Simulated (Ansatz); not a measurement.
# Ga2SbN: the band gap up the ladder of functionals

The task here is to estimate one member of a computed series from the others.

Program: Ansatz 0.2.0. PAW datasets, plane waves. (Calculated; spin-unpolarised; the phase may be known or hypothetical.)

### The cell

The cell was relaxed beforehand with r2SCAN.

The symmetry is I-42d (No. 122, tetragonal); conventional cell a = 5.349 Å, c = 10.241 Å, 18.31 Å³ an atom. Around N lie 4 Ga at 2.02 Å; around Ga lie 2 N at 2.02 Å and 2 Sb at 2.62 Å; around Sb lie 4 Ga at 2.62 Å.

Coordinates:

```
N Ga Sb
1.0
    -2.67453    2.67453    5.12073
     2.67453   -2.67453    5.12073
     2.67453    2.67453   -5.12073
N Ga Sb
2 4 2
Cartesian
  0.0000 0.0000 0.0000
  2.6745 0.0000 2.5604
  1.8584 1.3373 3.8405
  -1.3373 1.8584 6.4009
  0.8162 1.3373 -1.2802
  1.3373 -1.8584 6.4009
  0.0000 0.0000 5.1207
  0.0000 2.6745 2.5604
```

The first run:

Contents of input.yaml:

```yaml
crystal:
  lattice:
    - [-2.6745288711, 2.6745288711, 5.1207311965]
    - [2.6745288711, -2.6745288711, 5.1207311965]
    - [2.6745288711, 2.6745288711, -5.1207311965]
  atoms:
    - { symbol: "N", position: [0.0, 0.0, 0.0] }
    - { symbol: Ga, position: [0.625, 0.7224216588, 0.5974216588] }
    - { symbol: "N", position: [0.25, 0.75, 0.5] }
    - { symbol: Ga, position: [0.9724216588, 0.375, 0.0974216588] }
    - { symbol: Sb, position: [0.5, 0.5, 0.0] }
    - { symbol: Ga, position: [0.125, 0.0275783412, 0.4025783412] }
    - { symbol: Sb, position: [0.75, 0.25, 0.5] }
    - { symbol: Ga, position: [0.2775783412, 0.875, -0.0974216588] }
kpoints:
  mp_grid: { grid: [8, 8, 8] }
  band_path:
    path:
      - [[0.0, 0.0, 0.0], [-1.233337224698e-17, 1.233337224698e-17, 0.5], [0.25, 0.25, 0.25], [-6.810876537614e-18, 0.5, 6.810876537614e-18], [0.0, 0.0, 0.0], [0.5, 0.5, -0.5], [0.3181978418749, 0.6818021581251, -0.3181978418749]]
      - [[-0.3181978418749, 0.3181978418749, 0.3181978418749], [0.0, 0.0, 0.0]]
      - [[-1.233337224698e-17, 1.233337224698e-17, 0.5], [-0.1363956837498, 0.1363956837498, 0.5]]
      - [[0.5, 0.5, -0.1363956837498], [0.5, 0.5, -0.5]]
    npoints: 10
hamiltonian:
  xc: pbe
scf:
  occupations: { method: fermi_dirac, width: 0.02 }
  n_extra_bands: 6
output:
  forces: true
  stress: true
  eigenvalues: true
```

The run is started by

```
> ansatz run input.yaml --threads 2 --pin off --max-ram 29491MiB --backend cpu --events-out ev --progress --plain --runs-dir out
```

Steps of the session up to this table: Band structure with PBE; r2SCAN at the same geometry; Single point with HSE06; PBE+SOC at the same geometry.

One table of the session follows, with a row left open; its other results are not shown here.

```
  level  gap (eV)
    PBE         ?
 r2SCAN      0.32
  HSE06      0.71
PBE+SOC     -0.02
```

Estimate the missing values for PBE.

**Answer.** gap (eV): -0.01. In the column «gap (eV)» it lies between PBE+SOC (-0.02) and r2SCAN (0.32).

Meshes: PBE 8×8×8, r2SCAN 8×8×8, HSE06 4×4×4, PBE+SOC 8×8×8

In words: PBE finds no gap, while r2SCAN, HSE06 open one of up to 0.71 eV: the level of theory decides whether this is called a metal.

To keep in mind: Warnings in the runs' records: stress scf threshold loose, stress exchange threshold loose.
